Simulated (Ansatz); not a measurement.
# BaTiO3: the cost of one run

Method: DFT r2SCAN, scalar-relativistic, plane waves, PAW, in Ansatz 0.2.0.

1 further run of the same task is left out (set aside as unsound or not needed). Runs told in other sessions of the task aren't counted.

### 1 The structure to begin with

It takes space group Pm-3m (No. 221, cubic). Conventional cell: a = 3.994 Å, b = 3.994 Å, c = 3.994 Å, α = 90.00°, β = 90.00°, γ = 90.00°. Around Ba (site symmetry m-3m) lie 12 O at 2.82 Å. Around Ti (site symmetry m-3m) lie 6 O at 2.00 Å. Around O (site symmetry 4/mmm) lie 2 Ti at 2.00 Å and 4 Ba at 2.82 Å.

Structure file:

```
CELL_PARAMETERS angstrom
3.99397 0.00000 0.00000
0.00000 3.99397 0.00000
0.00000 0.00000 3.99410
ATOMIC_POSITIONS crystal
Ba 0.00000 0.00000 0.00000
Ti 0.50000 0.50000 0.50000
O 0.50000 0.50000 0.00000
O 0.50000 0.00000 0.50000
O 0.00000 0.50000 0.50000
```

This cell was relaxed beforehand with the same method: volume 12.74 Å³/atom, gap on the mesh 2.17 eV.

### 2 Zero of energy

Reference values: F = -10183.7939 eV; pressure 0.00 GPa; largest force 0.000 eV/Å; gap on the mesh 2.17 eV. It was computed beforehand with the settings of the runs below.

### 3 The scan: a two-dimensional strain map

The cell is strained by p along both x and y and by q along z, with fractional coordinates fixed.

### 4 At p = -0.080, q = -0.080

The input, input.yaml:

```yaml
crystal:
  lattice:
    - [3.6744520508, 0.0, 0.0]
    - [0.0, 3.6744520508, 0.0]
    - [0.0, 0.0, 3.6745755312]
  atoms:
    - { symbol: Ba, position: [0.0, 0.0, 0.0] }
    - { symbol: Ti, position: [0.5, 0.5, 0.5] }
    - { symbol: O, position: [0.5, 0.5, 0.0] }
    - { symbol: O, position: [0.5, 0.0, 0.5] }
    - { symbol: O, position: [0.0, 0.5, 0.5] }
basis:
  ecutwfc: 500
kpoints:
  mp_grid: { grid: [8, 8, 8] }
hamiltonian:
  xc: r2scan
scf:
  occupations: { method: gaussian, width: 0.05 }
output:
  forces: true
  stress: true
  eigenvalues: true
```

Started as:

```console
$ ansatz run input.yaml --threads 2 --pin off --max-ram 5120MiB --backend cpu --events-out ev --progress --plain --runs-dir out
```

**Question.** How long does this run take on 2 threads of Arm Neoverse V2, shared host, and how much memory does it need?

About 6.5 s, with a peak of 0.49 GiB.
